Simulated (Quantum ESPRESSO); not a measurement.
Crystal: Ta3AsAu2O13.

```
Ta As Au O
1.0
     5.72385   -0.00745   -0.00403
     1.30279    6.25499    0.00561
     0.27574    1.30074    8.36754
Ta As Au O
3 1 2 13
Direct
  0.21713 0.30521 0.58431
  0.03325 0.11123 0.99855
  0.58248 0.62145 0.50482
  0.58707 0.89691 0.83049
  0.58004 0.09228 0.18613
  0.04485 0.82077 0.44682
  0.66201 0.69726 0.71088
  0.51632 0.13418 0.69625
  0.85098 0.88773 0.91932
  0.34466 0.87003 0.94651
  0.73015 0.29240 0.03095
  0.24622 0.21809 0.11075
  0.12900 0.09398 0.49104
  0.48032 0.38887 0.43499
  0.05966 0.26685 0.78594
  0.93330 0.53240 0.45645
  0.49975 0.85161 0.34971
  0.25256 0.62988 0.62473
  0.91878 0.95175 0.22636
```

The cell was built by a generator and needn't be a form met in nature.

Base run:

```yaml
Program: Quantum ESPRESSO 7.5
Functional: r2SCAN
Potentials_or_basis: SG15 PBE 1.2
Cutoff: 1197 eV
Density_cutoff: 4789 eV
k_mesh: 4 × 4 × 3
Occupations: fermi-dirac, width 0.05 eV
Spin: no spin polarisation
```

Its results: band gap on the k mesh 1.50 eV, indirect (least direct gap 1.55 eV); pressure -6.5 GPa; largest force 0.747 eV/Å.

Q: The run is repeated on the same cell with these changes: functional from r2SCAN to PBEsol. What comes out?

A: Band gap on the k mesh 1.24 eV, indirect (least direct gap 1.31 eV); pressure -4.5 GPa; largest force 0.506 eV/Å.

r2SCAN gives the wider gap, since meta-GGAs in the generalised Kohn-Sham scheme recover part of the derivative discontinuity.

Caveats: the potentials were made for another functional, which shifts forces and pressure; spin-orbit coupling is left out, which moves the levels of the heavy elements.
